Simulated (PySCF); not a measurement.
# The bond of KBe−, level by level

Aim: find the lowest electronic state of KBe−, scan its bond at several levels of theory, and get bond length, wavenumber and dissociation energy from each curve.

Program: PySCF 2.14.0. Level of theory: K aug-pcseg-1, Be aug-pcseg-1, no relativity. These are calculated values, not measurements.

4 further runs of the same task are left out: 4 set aside as unsound or not needed.

### Step 1. Set-up

A driver script around PySCF takes these settings:

| Item | Value |
| --- | --- |
| atoms | K, Be |
| charge | -1 |
| basis | K aug-pcseg-1, Be aug-pcseg-1 |
| Hamiltonian | no relativity |
| basis functions | 46 |
| electrons treated | 24 |
| masses in u | 38.9637, 9.0122 |
| levels | PBE0, PBE, r²SCAN, revPBE, PW91, TPSSh, HSE06, MP2, SCS-MP2, CCSD, CCSD(T) |
| grid | 80 radial by 434 angular points |
| occupations | held fixed by the projection of orbital angular momentum |
| dissociation limit | K− + Be, each in its ground configuration |
| starting distance in angstrom | 3.005 |
| values of 2S to try | 0, 2 |

Command:

```
> OMP_NUM_THREADS=1 python dia.py task.json out
```

After this run come: PBE0 along the bond; PBE; r²SCAN (meta-GGA); revPBE (GGA); PW91 (GGA); TPSSh (hybrid meta-GGA); HSE06 (range-separated hybrid); MP2 and coupled cluster.

Before running it: what results should come out? Wanted: for each run, Re; ωe; De; μ.

The runs gave:

Lowest PBE0 solution found, without spin–orbit coupling: ¹Σ⁺ (singlet), closed shell.

```
  level  Re (Å)  ωe (cm⁻¹)  De (eV)  μ (D)
RHF-MP2   4.391       49.3    0.055    n/a
    PBE   3.744      113.3    0.409   0.62
 revPBE   3.834      103.9    0.354   0.79
   PW91   3.735      114.3    0.420   0.49
 r²SCAN   3.800      111.4    0.357   0.97
  TPSSh   3.813      108.5    0.327   1.11
   PBE0   3.835      102.7    0.293   0.84
  HSE06   3.822      104.6    0.322   0.77
```

De is counted to K− + Be in their ground configurations. A positive dipole points from K to Be; in an ion it is taken about the centre of mass and does not tell which atom is negative. No constants: RHF-SCS-MP2 (no minimum is bracketed among the points kept); RHF-CCSD (no minimum is bracketed among the points kept); RHF-CCSD(T) (no minimum is bracketed among the points kept).

The methods spread over 0.657 Å in bond length, from PW91 to RHF-MP2. Of the levels with a De here, RHF-MP2 gives the least (0.055 eV) and PW91 the most (0.420 eV).

Correlated steps freeze 5 core orbitals. T1 is 0.034 near the minimum (highest on the curve 0.039), which may point to more than one leading configuration. With some functionals the highest level of the anion is positive, from self-interaction error or because the anion is truly unbound there; the finite basis then holds the extra electron, and no neutral molecule was run to test the binding.
